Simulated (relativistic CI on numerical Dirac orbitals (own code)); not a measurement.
# Ions with 10 electrons, Ar⁸⁺ to Cr¹⁴⁺: levels along an isoelectronic sequence

How do the lowest levels of 10-electron ions move as Z rises from 18 to 24? Each ion is run with the same configurations.

The numbers are computed with relativistic CI on numerical Dirac orbitals (own code) version 2 (Dirac-Coulomb-Breit CI, KLI orbitals optimised for each configuration, model QED (radiative potential, 1s self-energy scaled to tabulated hydrogen-like ionisation energies)), except any that are marked as measured or tabulated.

### 1 What is computed

```
electrons      : 10
ions           : Ar⁸⁺, K⁹⁺, Ca¹⁰⁺, Sc¹¹⁺, Ti¹²⁺, V¹³⁺, Cr¹⁴⁺
configurations : [He] 2s2 2p6; [He] 2s2 2p5 3s; [He] 2s2 2p5 3p; [He] 2s2 2p5 3d; [He] 2s 2p6 3s; [He] 2s 2p6 3p; [He] 2s 2p6 3d
```

### 2 Ar⁸⁺ (Z = 18)

The run's settings:

```ini
atom Ar  Z=18  charge=8  electrons=10
nucleus A=40  rms_radius_fm=3.4274
hamiltonian dirac-coulomb  breit=on  qed=on  c_scale=1
orbitals kli  potential=per-configuration
slater_scale 1
correlation none
mixing on
configurations
  [He] 2s2 2p6
  [He] 2s2 2p5 3s
  [He] 2s2 2p5 3p
  [He] 2s2 2p5 3d
  [He] 2s 2p6 3s
  [He] 2s 2p6 3p
  [He] 2s 2p6 3d
end
```

From the run's result record (rounded, not every field):

```text
status: converged
levels [i, E_cm, J2, conf, term, w_term, jj, w_jj, g, tau_s]:
  - [0, 0, 0, "2s2 2p6", "1S", 1, "closed", 1, "-", "-"]
  - [1, 2017889.2, 4, "2s2 2p5 3s", "3P*", 0.9979, "2p3/2^3 3s", 0.9979, 1.5, 0.0002881]
  - [2, 2024805.6, 2, "2s2 2p5 3s", "3P*", 0.7386, "2p3/2^3 3s", 0.8315, 1.369, 1.637e-11]
  - [3, 2035759.3, 0, "2s2 2p5 3s", "3P*", 0.9977, "2p1/2 2p3/2^4 3s", 0.9977, "-", 0.01906]
  - [4, 2043951.1, 2, "2s2 2p5 3s", "1P*", 0.7384, "2p1/2 2p3/2^4 3s", 0.8313, 1.129, 5.686e-12]
  - [5, 2140486.6, 2, "2s2 2p5 3p", "3S", 0.9505, "2p3/2^3 3p3/2", 0.4163, 1.978, 7.817e-10]
  - [6, 2161567.4, 6, "2s2 2p5 3p", "3D", 0.9992, "2p3/2^3 3p3/2", 0.9992, 1.333, 4.237e-10]
  - [7, 2162685.9, 4, "2s2 2p5 3p", "3D", 0.7405, "2p3/2^3 3p1/2", 0.9339, 1.154, 4.473e-10]
  - [8, 2168624.8, 2, "2s2 2p5 3p", "3D", 0.592, "2p3/2^3 3p1/2", 0.431, 0.785, 4.257e-10]
  - [9, 2174221.4, 4, "2s2 2p5 3p", "3P", 0.6233, "2p3/2^3 3p3/2", 0.9913, 1.313, 3.552e-10]
  - [10, 2181209.7, 2, "2s2 2p5 3p", "1P", 0.4629, "2p1/2 2p3/2^4 3p1/2", 0.7437, 0.8686, 4.396e-10]
  - [11, 2184314.6, 0, "2s2 2p5 3p", "3P", 0.9944, "2p1/2 2p3/2^4 3p1/2", 0.5947, "-", 3.237e-10]
  - [12, 2186949.9, 4, "2s2 2p5 3p", "1D", 0.4338, "2p1/2 2p3/2^4 3p3/2", 0.929, 1.199, 3.918e-10]
  - [13, 2188072.5, 2, "2s2 2p5 3p", "3P", 0.6673, "2p1/2 2p3/2^4 3p3/2", 0.7888, 1.366, 3.582e-10]
  - [14, 2279090, 0, "2s2 2p5 3p", "1S", 0.9935, "2p3/2^3 3p3/2", 0.594, "-", 7.983e-11]
  - [15, 2340532.8, 0, "2s2 2p5 3d", "3P*", 0.9953, "2p3/2^3 3d3/2", 0.9953, "-", 1.706e-10]
  - [16, 2342569, 2, "2s2 2p5 3d", "3P*", 0.9709, "2p3/2^3 3d3/2", 0.6466, 1.477, 8.857e-11]
  - [17, 2346803.8, 4, "2s2 2p5 3d", "3P*", 0.9026, "2p3/2^3 3d5/2", 0.659, 1.463, 1.726e-10]
  - [18, 2350728.1, 8, "2s2 2p5 3d", "3F*", 1, "2p3/2^3 3d5/2", 1, 1.25, 1.682e-10]
  - [19, 2354058.8, 6, "2s2 2p5 3d", "3F*", 0.7866, "2p3/2^3 3d3/2", 0.9274, 1.077, 1.624e-10]
  - "... 17 more rows left out ..."
lines, the strongest and those to the lowest levels [upper, lower, type, S_au, A_per_s, branching]:
  - [1, 0, "M2", 4.632e-06, 3472, 1]
  - [4, 0, "E1", 0.0305, 1.759e+11, 1]
  - [22, 0, "E1", 0.01462, 1.321e+11, 0.9512]
  - [26, 0, "E1", 0.3295, 3.124e+12, 0.9981]
  - [27, 1, "E1", 0.2558, 4.364e+10, 0.5707]
  - [27, 2, "E1", 0.1138, 1.879e+10, 0.2457]
  - [31, 6, "E1", 0.357, 3.656e+10, 0.5038]
  - [32, 0, "E1", 0.02588, 3.852e+11, 0.8341]
  - [34, 19, "E1", 0.3059, 3.004e+10, 0.4303]
  - [35, 18, "E1", 0.4903, 3.497e+10, 0.4992]
n_levels_all: 37
total_energy [Ha]: -507.58119214
configurations [conf, odd, states, E_av_cm, breit_Ha, qed_Ha, corr_Ha]:
  - ["2s2 2p6", 0, 1, 68.6281, 0.1285, 0.08647, "-"]
  - ["2s2 2p5 3s", 1, 12, 2.02895e+06, 0.1233, 0.08749, "-"]
  - ["2s2 2p5 3p", 0, 36, 2.17442e+06, 0.1234, 0.0868, "-"]
  - ["2s2 2p5 3d", 1, 60, 2.36439e+06, 0.1224, 0.08681, "-"]
  - ["2s 2p6 3s", 0, 4, 2.65321e+06, 0.1244, 0.08378, "-"]
  - ["2s 2p6 3p", 1, 12, 2.79247e+06, 0.1246, 0.08311, "-"]
  - ["2s 2p6 3d", 0, 20, 2.98119e+06, 0.1236, 0.08312, "-"]
```

Wall time 0.19 s (1 thread, shared host).

### 3 K⁹⁺ (Z = 19)

Settings: those of step 2 with these lines changed.

```diff
@@ -1,3 +1,3 @@
-atom Ar  Z=18  charge=8  electrons=10
-nucleus A=40  rms_radius_fm=3.4274
+atom K  Z=19  charge=9  electrons=10
+nucleus A=39  rms_radius_fm=3.4349
 hamiltonian dirac-coulomb  breit=on  qed=on  c_scale=1
```

Result record:

```text
status: converged
levels [i, E_cm, J2, conf, term, w_term, jj, w_jj, g, tau_s]:
  - [0, 0, 0, "2s2 2p6", "1S", 1, "closed", 1, "-", "-"]
  - [1, 2390684.9, 4, "2s2 2p5 3s", "3P*", 0.9979, "2p3/2^3 3s", 0.9979, 1.5, 0.0001492]
  - [2, 2398799.9, 2, "2s2 2p5 3s", "3P*", 0.6866, "2p3/2^3 3s", 0.8722, 1.343, 9.814e-12]
  - [3, 2413934.9, 0, "2s2 2p5 3s", "3P*", 0.9977, "2p1/2 2p3/2^4 3s", 0.9977, "-", 0.007773]
  - [4, 2422378.3, 2, "2s2 2p5 3s", "1P*", 0.6863, "2p1/2 2p3/2^4 3s", 0.872, 1.155, 4.396e-12]
  - [5, 2527532.4, 2, "2s2 2p5 3p", "3S", 0.9392, "2p3/2^3 3p1/2", 0.4275, 1.972, 6.713e-10]
  - [6, 2550798.3, 6, "2s2 2p5 3p", "3D", 0.9992, "2p3/2^3 3p3/2", 0.9992, 1.333, 3.632e-10]
  - [7, 2551478.6, 4, "2s2 2p5 3p", "3D", 0.7115, "2p3/2^3 3p1/2", 0.9489, 1.153, 3.871e-10]
  - [8, 2558749.5, 2, "2s2 2p5 3p", "3D", 0.5174, "2p3/2^3 3p1/2", 0.4491, 0.836, 3.65e-10]
  - [9, 2564915.7, 4, "2s2 2p5 3p", "3P", 0.6397, "2p3/2^3 3p3/2", 0.9935, 1.32, 3.007e-10]
  - [10, 2574746.7, 2, "2s2 2p5 3p", "3D", 0.4683, "2p1/2 2p3/2^4 3p1/2", 0.8048, 0.8156, 3.856e-10]
  - [11, 2577610.7, 0, "2s2 2p5 3p", "3P", 0.9924, "2p1/2 2p3/2^4 3p1/2", 0.5823, "-", 2.769e-10]
  - [12, 2582163.2, 4, "2s2 2p5 3p", "1D", 0.4286, "2p1/2 2p3/2^4 3p3/2", 0.9465, 1.191, 3.355e-10]
  - [13, 2583034.7, 2, "2s2 2p5 3p", "3P", 0.668, "2p1/2 2p3/2^4 3p3/2", 0.8152, 1.374, 3.071e-10]
  - "... 23 more rows left out ..."
n_levels_all: 37
total_energy [Ha]: -573.22035141
configurations [conf, odd, states, E_av_cm, breit_Ha, qed_Ha, corr_Ha]:
  - ["2s2 2p6", 0, 1, 73.0469, 0.1541, 0.1045, "-"]
  - ["2s2 2p5 3s", 1, 12, 2.40403e+06, 0.1476, 0.1057, "-"]
  - ["2s2 2p5 3p", 0, 36, 2.56594e+06, 0.1477, 0.1048, "-"]
  - ["2s2 2p5 3d", 1, 60, 2.77731e+06, 0.1465, 0.1049, "-"]
  - ["2s 2p6 3s", 0, 4, 3.07921e+06, 0.1491, 0.1012, "-"]
  - ["2s 2p6 3p", 1, 12, 3.23436e+06, 0.1493, 0.1003, "-"]
  - ["2s 2p6 3d", 0, 20, 3.44432e+06, 0.1481, 0.1003, "-"]
```

Wall time 0.19 s (1 thread, shared host).

### 4 Ca¹⁰⁺ (Z = 20)

Settings: those of step 3 with these lines changed.

```diff
@@ -1,3 +1,3 @@
-atom K  Z=19  charge=9  electrons=10
-nucleus A=39  rms_radius_fm=3.4349
+atom Ca  Z=20  charge=10  electrons=10
+nucleus A=40  rms_radius_fm=3.4776
 hamiltonian dirac-coulomb  breit=on  qed=on  c_scale=1
```

Result record:

```text
status: converged
levels [i, E_cm, J2, conf, term, w_term, jj, w_jj, g, tau_s]:
  - [0, 0, 0, "2s2 2p6", "1S", 1, "closed", 1, "-", "-"]
  - [1, 2793600.7, 4, "2s2 2p5 3s", "3P*", 0.998, "2p3/2^3 3s", 0.998, 1.5, 8.155e-05]
  - [2, 2802912.8, 2, "2s2 2p5 3s", "3P*", 0.6385, "2p3/2^3 3s", 0.904, 1.318, 6.291e-12]
  - [3, 2823364.6, 0, "2s2 2p5 3s", "3P*", 0.9977, "2p1/2 2p3/2^4 3s", 0.9977, "-", 0.003388]
  - [4, 2832044.1, 2, "2s2 2p5 3s", "1P*", 0.6381, "2p1/2 2p3/2^4 3s", 0.9037, 1.179, 3.492e-12]
  - [5, 2944970, 2, "2s2 2p5 3p", "3S", 0.926, "2p3/2^3 3p1/2", 0.4493, 1.965, 5.822e-10]
  - [6, 2970400.8, 4, "2s2 2p5 3p", "3D", 0.6856, "2p3/2^3 3p1/2", 0.9604, 1.153, 3.396e-10]
  - [7, 2970430.2, 6, "2s2 2p5 3p", "3D", 0.9992, "2p3/2^3 3p3/2", 0.9992, 1.333, 3.154e-10]
  - [8, 2979132, 2, "2s2 2p5 3p", "3D", 0.454, "2p3/2^3 3p1/2", 0.4555, 0.8785, 3.179e-10]
  - [9, 2986001.5, 4, "2s2 2p5 3p", "3P", 0.6514, "2p3/2^3 3p3/2", 0.995, 1.326, 2.584e-10]
  - [10, 2999544.7, 2, "2s2 2p5 3p", "3D", 0.5259, "2p1/2 2p3/2^4 3p1/2", 0.8526, 0.7722, 3.432e-10]
  - [11, 3001757.3, 0, "2s2 2p5 3p", "3P", 0.9897, "2p1/2 2p3/2^4 3p1/2", 0.5682, "-", 2.398e-10]
  - [12, 3008895.7, 4, "2s2 2p5 3p", "1D", 0.4214, "2p1/2 2p3/2^4 3p3/2", 0.9596, 1.185, 2.905e-10]
  - [13, 3009408.7, 2, "2s2 2p5 3p", "3P", 0.6671, "2p1/2 2p3/2^4 3p3/2", 0.841, 1.382, 2.672e-10]
  - "... 23 more rows left out ..."
n_levels_all: 37
total_energy [Ha]: -642.94478785
configurations [conf, odd, states, E_av_cm, breit_Ha, qed_Ha, corr_Ha]:
  - ["2s2 2p6", 0, 1, 77.0533, 0.1831, 0.1249, "-"]
  - ["2s2 2p5 3s", 1, 12, 2.80961e+06, 0.175, 0.1265, "-"]
  - ["2s2 2p5 3p", 0, 36, 2.98814e+06, 0.1751, 0.1253, "-"]
  - ["2s2 2p5 3d", 1, 60, 3.22084e+06, 0.1736, 0.1254, "-"]
  - ["2s 2p6 3s", 0, 4, 3.53664e+06, 0.1769, 0.1209, "-"]
  - ["2s 2p6 3p", 1, 12, 3.70786e+06, 0.1772, 0.1198, "-"]
  - ["2s 2p6 3d", 0, 20, 3.93901e+06, 0.1757, 0.1198, "-"]
```

Run time: 0.19 s. Hardware: 1 thread, shared host.

### 5 Sc¹¹⁺ (Z = 21)

Settings: those of step 4 with these lines changed.

```diff
@@ -1,3 +1,3 @@
-atom Ca  Z=20  charge=10  electrons=10
-nucleus A=40  rms_radius_fm=3.4776
+atom Sc  Z=21  charge=11  electrons=10
+nucleus A=45  rms_radius_fm=3.5459
 hamiltonian dirac-coulomb  breit=on  qed=on  c_scale=1
```

Result record:

```text
status: converged
levels [i, E_cm, J2, conf, term, w_term, jj, w_jj, g, tau_s]:
  - [0, 0, 0, "2s2 2p6", "1S", 1, "closed", 1, "-", "-"]
  - [1, 3226594.4, 4, "2s2 2p5 3s", "3P*", 0.998, "2p3/2^3 3s", 0.998, 1.499, 4.666e-05]
  - [2, 3237089.4, 2, "2s2 2p5 3s", "3P*", 0.5958, "2p3/2^3 3s", 0.928, 1.297, 4.261e-12]
  - [3, 3264157.4, 0, "2s2 2p5 3s", "3P*", 0.9977, "2p1/2 2p3/2^4 3s", 0.9977, "-", 0.001567]
  - [4, 3273073.5, 2, "2s2 2p5 3s", "1P*", 0.5954, "2p1/2 2p3/2^4 3s", 0.9278, 1.2, 2.828e-12]
  - [5, 3392764.3, 2, "2s2 2p5 3p", "3S", 0.9111, "2p3/2^3 3p1/2", 0.4732, 1.956, 5.09e-10]
  - [6, 3419416.8, 4, "2s2 2p5 3p", "3D", 0.6628, "2p3/2^3 3p1/2", 0.9692, 1.153, 3.011e-10]
  - [7, 3420474.1, 6, "2s2 2p5 3p", "3D", 0.9992, "2p3/2^3 3p3/2", 0.9992, 1.333, 2.766e-10]
  - [8, 3429765.2, 2, "2s2 2p5 3p", "3D", 0.4024, "2p3/2^3 3p3/2", 0.4709, 0.9127, 2.804e-10]
  - [9, 3437492.4, 4, "2s2 2p5 3p", "3P", 0.6597, "2p3/2^3 3p3/2", 0.996, 1.33, 2.245e-10]
  - [10, 3455730.2, 2, "2s2 2p5 3p", "3D", 0.5704, "2p1/2 2p3/2^4 3p1/2", 0.8888, 0.7387, 3.089e-10]
  - [11, 3456803.2, 0, "2s2 2p5 3p", "3P", 0.9862, "2p1/2 2p3/2^4 3p1/2", 0.5523, "-", 2.096e-10]
  - [12, 3467316.2, 4, "2s2 2p5 3p", "1D", 0.4136, "2p1/2 2p3/2^4 3p3/2", 0.9693, 1.181, 2.534e-10]
  - [13, 3467375.6, 2, "2s2 2p5 3p", "3P", 0.6644, "2p1/2 2p3/2^4 3p3/2", 0.865, 1.389, 2.351e-10]
  - "... 23 more rows left out ..."
n_levels_all: 37
total_energy [Ha]: -716.76423027
configurations [conf, odd, states, E_av_cm, breit_Ha, qed_Ha, corr_Ha]:
  - ["2s2 2p6", 0, 1, 80.7699, 0.2155, 0.148, "-"]
  - ["2s2 2p5 3s", 1, 12, 3.24569e+06, 0.2055, 0.1499, "-"]
  - ["2s2 2p5 3p", 0, 36, 3.44107e+06, 0.2058, 0.1485, "-"]
  - ["2s2 2p5 3d", 1, 60, 3.69508e+06, 0.2039, 0.1485, "-"]
  - ["2s 2p6 3s", 0, 4, 4.0256e+06, 0.208, 0.1432, "-"]
  - ["2s 2p6 3p", 1, 12, 4.21313e+06, 0.2083, 0.1418, "-"]
  - ["2s 2p6 3d", 0, 20, 4.46548e+06, 0.2065, 0.1418, "-"]
```

Run time: 0.19 s. Hardware: 1 thread, shared host.

[end of part 1 of 2]
